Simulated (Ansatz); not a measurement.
# CH₄Cl₂Si: up Jacob's ladder to CCSD(T)

An exercise on one series of results from a longer session: the logs are not shown, and one member is left open.

The runs use Ansatz 0.2.0, Gaussian basis; functionals in def2-TZVPP, the program's frozen cores in correlated methods.

Plan: LDA (SPW92), PBE-D4, revPBE-D4, BLYP-D4, r2SCAN-D4, B97M-V, PBE0-D4, B3LYP-D4, r2SCANh-D4, r2SCAN0-D4, HSE06-D4, BHLYP-D4, CAM-B3LYP-D4, LC-ωPBE, ωB97X-V, ωB97M-V, B2PLYP, PBE-QIDH; CCSD(T)/def2-SVP; CCSD(T)/def2-TZVPP; MP2/def2-QZVPP; extrapolation to the limit; RPA on PBE.

## The geometry

The geometry comes from an earlier relaxation with PBE0-D4 in a triple-zeta def2 set; it is a stationary point, not always the lowest conformer.

SMILES `[SiH3]C(Cl)Cl`, 8 atoms, charge 0, spin multiplicity 1.

Atoms are counted from 1 here; the program's logs count them from 0.

Bond lengths: Si1–C2 1.897 Å, Si1–H5 1.484 Å, Si1–H6 1.484 Å, Si1–H7 1.480 Å, C2–Cl3 1.776 Å, C2–Cl4 1.776 Å, C2–H8 1.088 Å. Angles: C2–Si1–H5 108.3°, C2–Si1–H6 108.3°, C2–Si1–H7 107.7°, H5–Si1–H6 110.3°, H5–Si1–H7 111.1°, H6–Si1–H7 111.1°, Si1–C2–Cl3 109.4°, Si1–C2–Cl4 109.4°, Si1–C2–H8 113.4°, Cl3–C2–Cl4 111.6°, Cl3–C2–H8 106.5°, Cl4–C2–H8 106.5°.

Geometry (Å):

```mol
CH4Cl2Si
  3D, bonds by distance, orders not assigned

  8  7  0  0  0  0  0  0  0  0999 V2000
   -0.1747    0.9349   -0.2039 Si  0  0
    0.0415   -0.9116    0.1753 C   0  0
    0.8411   -1.1005    1.7499 Cl  0  0
    0.9748   -1.6758   -1.1282 Cl  0  0
   -0.8773    1.0639   -1.5045 H   0  0
   -0.9857    1.5414    0.8805 H   0  0
    1.1732    1.5432   -0.2645 H   0  0
   -0.9006   -1.4526    0.2397 H   0  0
  1  2  8  0
  2  3  8  0
  2  4  8  0
  1  5  8  0
  1  6  8  0
  1  7  8  0
  2  8  8  0
M  END
```

The first run:

in.yaml reads:

```yaml
crystal:
  periodic: [false, false, false]
  atoms:
    - {symbol: Si, position_ang: [-0.174671, 0.934865, -0.203946]}
    - {symbol: C, position_ang: [0.041503, -0.911605, 0.175333]}
    - {symbol: Cl, position_ang: [0.841060, -1.100497, 1.749869]}
    - {symbol: Cl, position_ang: [0.974783, -1.675777, -1.128236]}
    - {symbol: H, position_ang: [-0.877292, 1.063926, -1.504547]}
    - {symbol: H, position_ang: [-0.985738, 1.541428, 0.880546]}
    - {symbol: H, position_ang: [1.173201, 1.543220, -0.264468]}
    - {symbol: H, position_ang: [-0.900644, -1.452558, 0.239651]}
basis:
  gaussian: {orbitals: def2-TZVPP}
hamiltonian: {xc: lda}
output: {orbitals: {seedname: orbitals}}
```

Run with:

```sh
$ ansatz run in.yaml --threads 2 --pin off --events-out ev --progress --plain --max-ram 4352MiB
```

Steps of the session up to this table: LDA; PBE-D4 (GGA); revPBE-D4 (GGA); BLYP-D4 (GGA); r2SCAN-D4 (meta-GGA); B97M-V (meta-GGA); B3LYP-D4 (hybrid); r2SCANh-D4 (hybrid); r2SCAN0-D4 (hybrid); HSE06-D4 (hybrid); BHLYP-D4 (hybrid); CAM-B3LYP-D4 (range-separated); LC-ωPBE (range-separated); ωB97X-V (range-separated); ωB97M-V (range-separated); B2PLYP (double hybrid); PBE-QIDH (double hybrid).

One table of the session follows, with a row left open; its other results are not shown here.

It belongs to the step «Frontier levels by functional». 

| functional | HOMO (eV) | gap (eV) |
| --- | --- | --- |
| LDA (SPW92) | -6.99 | 5.30 |
| PBE-D4 | -6.87 | 5.38 |
| revPBE-D4 | -6.82 | 5.42 |
| BLYP-D4 | -6.74 | 5.39 |
| r2SCAN-D4 | -7.18 | 5.90 |
| B97M-V | -7.31 | 6.00 |
| PBE0-D4 | -8.21 | 7.73 |
| B3LYP-D4 | -7.98 | 7.26 |
| r2SCANh-D4 | -7.67 | 6.77 |
| r2SCAN0-D4 | -8.41 | 8.06 |
| HSE06-D4 | -7.81 | 6.94 |
| BHLYP-D4 | -9.45 | 9.98 |
| CAM-B3LYP-D4 | -9.59 | 10.22 |
| LC-ωPBE | -10.96 | 12.81 |
| ωB97X-V | ? | ? |
| ωB97M-V | -10.45 | 11.88 |

Estimate the missing values for ωB97X-V.

As computed: HOMO (eV): -10.61; gap (eV): 12.30. In the column «HOMO (eV)» it lies between LC-ωPBE (-10.96) and ωB97M-V (-10.45).
